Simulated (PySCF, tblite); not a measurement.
**C₄H₈FPS: infrared bands and NMR shifts**

Wanted: the infrared bands and NMR shifts of C₄H₈FPS (`CSC/P=C(\C)F`), by calculation.

The runs use tblite 0.8.0 and PySCF 2.14.0, with density-fitted response routines of our own; the level of theory stands in each step. All values are computed, except where a source is named. Atoms are numbered from 0 throughout.

### Step 1. Starting geometry

15 atoms, charge 0, multiplicity 1; geometry from: GFN2-xTB.

Bonds of the start (Å): C0–S1 1.81, S1–C2 1.83, C2–P3 1.87, P3–C4 1.68, C4–C5 1.49, C4–F6 1.35, C0–H7 1.09, C0–H8 1.09, C0–H9 1.09, C2–H10 1.09, C2–H11 1.09, C5–H12 1.09, C5–H13 1.09, C5–H14 1.09.

### Step 2. Infrared spectrum with GFN2-xTB

The job: settings as JSON, then the geometry in Å.

```
{"job": {"kind": "ir", "xc": "GFN2-xTB", "basis": "xTB"}, "charge": 0, "multiplicity": 1}
C      2.572015     0.297463     0.116296
S      1.241356    -0.888622     0.431605
C      0.383654    -0.784909    -1.176910
P     -0.351878     0.894450    -1.552338
C     -1.665947     0.873806    -0.502843
C     -2.144738    -0.145419     0.469003
F     -2.444063     1.982150    -0.539431
H      3.158943     0.363592     1.026522
H      2.139411     1.266526    -0.123071
H      3.189794    -0.060635    -0.702989
H      1.114759    -1.023250    -1.951153
H     -0.383727    -1.557875    -1.165236
H     -2.621134    -0.981101    -0.047015
H     -2.875721     0.311532     1.132620
H     -1.317137    -0.539718     1.057374
```

**Question.** This job is followed by: GIAO PBE0/pcSseg-1 NMR shielding, non-relativistic, gas phase. What will the session give for the following? strongest single infrared mode (GFN2-xTB); zero-point energy (GFN2-xTB); 13C shifts against TMS (PBE0/pcSseg-1); 1H shifts against TMS (PBE0/pcSseg-1, means over atoms taken as alike); 33S shifts against CS2 (PBE0/pcSseg-1); 31P shifts against H3PO4 (PBE0/pcSseg-1); 19F shifts against CFCl3 (PBE0/pcSseg-1).

The runs gave:

| quantity | value |
| --- | --- |
| strongest single infrared mode (GFN2-xTB) | 1175 cm⁻¹, 152 km/mol |
| zero-point energy (GFN2-xTB) | 69.4 kcal/mol |
| 13C shifts against TMS (PBE0/pcSseg-1) | 243.7, 33.8, 25.9, 22.0 ppm |
| 1H shifts against TMS (PBE0/pcSseg-1, means over atoms taken as alike) | 2.93, 2.85, 2.30 ppm |
| 33S shifts against CS2 (PBE0/pcSseg-1) | -28 ppm |
| 31P shifts against H3PO4 (PBE0/pcSseg-1) | 178.6 ppm |
| 19F shifts against CFCl3 (PBE0/pcSseg-1) | -9.5 ppm |

What this shows: No mode is imaginary among the 39: a minimum at this level. The strongest single mode, at 1175 cm⁻¹, is spread over many atoms; the largest shares are those of C4, H10. GFN2-xTB is a fitted tight-binding method: band positions and strengths are rough. Its intensities can rank the bands wrongly. At PBE0/pcSseg-1: Shielding is most anisotropic at P3 (span 614 ppm, paramagnetic term -828 ppm).
